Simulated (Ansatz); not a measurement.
# NbGeAs: a single point and what it writes

Aim: for NbGeAs, a known structure type filled with other elements, at an estimated volume, find whether it is a metal or has a gap, how the charge is shared and how far the cell is from equilibrium. The atoms and the cell stay fixed.

All numbers below are computed with Ansatz 0.2.0 (DFT, PBEsol, no spin polarisation, plane waves, PAW).

## 1. Geometry

Symmetry: P4/nmm, No. 129, tetragonal system. The conventional cell has a = 3.539 Å, b = 3.539 Å, c = 8.008 Å, α = 90.00°, β = 90.00°, γ = 90.00°. As (site symmetry 4mm) is surrounded by 5 Nb at 2.72 to 2.85 Å. Ge (site symmetry -4m2) is surrounded by 4 Ge at 2.50 Å and 4 Nb at 2.71 Å. Nb (site symmetry 4mm) has 4 Ge at 2.71 Å and 5 As at 2.72 to 2.85 Å as nearest neighbours.

As a file:

```
As Ge Nb
1.0
     3.53871    0.00000    0.00000
     0.00000    3.53871    0.00000
     0.00000    0.00000    8.00761
As Ge Nb
2 2 2
Direct
  0.25000 0.25000 0.61170
  0.75000 0.75000 0.38830
  0.75000 0.25000 0.00000
  0.25000 0.75000 0.00000
  0.25000 0.25000 0.25580
  0.75000 0.75000 0.74420
```

Its first density is an earlier solution for the same cell, read from a checkpoint.

## 2. The run

The input, input.yaml:

```yaml
crystal:
  lattice:
    - [3.538708, 0.0, 0.0]
    - [0.0, 3.538708, 0.0]
    - [0.0, 0.0, 8.00761]
  atoms:
    - { symbol: As, position: [0.25, 0.25, 0.6117] }
    - { symbol: As, position: [0.75, 0.75, 0.3883] }
    - { symbol: Ge, position: [0.75, 0.25, 0.0] }
    - { symbol: Ge, position: [0.25, 0.75, 0.0] }
    - { symbol: Nb, position: [0.25, 0.25, 0.2558] }
    - { symbol: Nb, position: [0.75, 0.75, 0.7442] }
  symmetry: { tolerance: 0.0003 }
kpoints:
  mp_grid: { grid: [10, 10, 4], shift: [0, 0, 0] }
  band_path:
    path:
      - [0.0, 0.0, 0.0]
      - [0.0, 0.5, 0.0]
      - [0.5, 0.5, 0.0]
      - [0.0, 0.0, 0.0]
      - [0.0, 0.0, 0.5]
      - [0.0, 0.5, 0.5]
      - [0.5, 0.5, 0.5]
      - [0.0, 0.0, 0.5]
      - [0.0, 0.5, 0.0]
      - [0.0, 0.5, 0.5]
      - [0.5, 0.5, 0.0]
    npoints: 6
magnetization:
  spin_polarized: false
scf:
  occupations: { method: fermi_dirac }
  lower_state_search: "off"
  max_iter: 200
hamiltonian:
  pseudopotentials: { kind: paw }
  xc: pbesol
basis:
  ecutwfc: 420
  fft_grid_basis: typed
output:
  forces: true
  stress: true
  eigenvalues: true
  bader: true
  populations: true
  elf: true
  write_potential: true
  volumetric_format: npy
  dos:
    e_range: [-12, 8]
    de: 0.05
    projected: { site_lists: { As: [As], Ge: [Ge], Nb: [Nb] } }
checkpoint:
  read: saved_state
```

What does the calculation give? Wanted: largest force; pressure; character; Bader charges.

**Answer**, as computed:

| quantity | value |
| --- | --- |
| largest force | 0.623 eV/Å on Nb |
| pressure | -0.4 GPa |
| formation energy (elements from separate runs) | -0.53 eV/atom |
| character | metal |
| density of states, mean within 0.25 eV of the Fermi level | 1.5 per eV per cell |
| Bader charges | As -0.69, Ge -0.36, Nb +1.04 e |

It is a metal; within 0.25 eV of the Fermi level the density of states averages 1.5 per eV per cell, mostly Nb d (60 %) and As p (20 %). Against the elements' reference phases (As grey arsenic (A7), Ge diamond, Nb bcc; separate runs with the same functional) the formation energy is -0.53 eV per atom, so it holds against falling apart into elements. The atoms are not at rest: the largest force, 0.62 eV/Å, acts on Nb. The cell is close to its equilibrium volume (-0.4 GPa) for these atomic positions, and unequal principal stresses would change its shape.
